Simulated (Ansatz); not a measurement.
Run this with Ansatz 0.2.0, Python API and show what comes out.

The script, `run_tae.py`:
```python
'''Atomisation energy of C2H2AlCl at the given geometry.'''

from collections import Counter

import ansatz as az


def energy(molecule, charge=0, unpaired=0):
    calc = (
        molecule.calculation()
        .basis(gaussian='def2-SVP')
        .functional('pbe')
    )
    if charge:
        calc = calc.charge(charge)
    if unpaired:
        calc = calc.spin('collinear', total=unpaired)
    report = calc.run(threads=1, backend='cpu').report
    if report['published_state_doubts']:
        print('  doubts:', report['published_state_doubts'])
    return report['free_energy_ev']

GEOMETRY = '''
C     0.31640    0.88840   -1.63880
C     0.12980    0.37390   -0.59090
Al   -0.11610   -0.51840    1.10330
Cl   -1.16880   -2.38740    1.23320
H     0.38790    1.41480   -2.59950
H     0.49290    0.16460    2.44660
'''

c2h2alcl = az.Crystal.molecule()
for line in GEOMETRY.strip().splitlines():
    symbol, *xyz = line.split()
    c2h2alcl = c2h2alcl.atom(symbol, [float(v) for v in xyz])

# unpaired electrons of the ground-state atoms
unpaired = {'C': 2, 'Al': 1, 'Cl': 1, 'H': 1}
counts = Counter(site.symbol for site in c2h2alcl.cartesian_sites)
atom_energy = {s: energy(az.Crystal.molecule().atom(s, (0, 0, 0)), 0, unpaired[s]) for s in counts}
whole = energy(c2h2alcl, 0, 0)
for s, e in atom_energy.items():
    print(f'{s:2s} x{counts[s]}  {e:14.5f} eV')
print(f'C2H2AlCl: {whole:.5f} eV')
split = sum(counts[s] * e for s, e in atom_energy.items()) - whole
print(f'atomisation energy (no zero-point term): {96.485332 * split:.1f} kJ/mol, {split / sum(counts.values()):.3f} eV an atom')
```

`python run_tae.py` gives:
```text
C  x2     -1027.26350 eV
Al x1     -6589.00858 eV
Cl x1    -12511.71430 eV
H  x2       -13.56840 eV
C2H2AlCl: -21206.64892 eV
atomisation energy (no zero-point term): 2341.0 kJ/mol, 4.044 eV an atom
```

2341.0 kJ/mol from the electronic energies, without the zero-point term.

Reading the output:
- Total energies depend on the basis set; only differences at equal settings carry meaning.
- The geometry is a force-field or estimated start, not a minimum of this method, and the basis set is short of its limit. All parts are taken at fixed geometry, without zero-point energy.
- This functional overbinds, so such energies come out a few per cent too high (LDA far more).
- It ran for 1.4 s on 1 thread of AMD EPYC 9R45 96-Core Processor (Zen 5), with other jobs on the host, peak memory 0.17 GiB.

(Lines on the test bed's own set-up are left out of the output.)
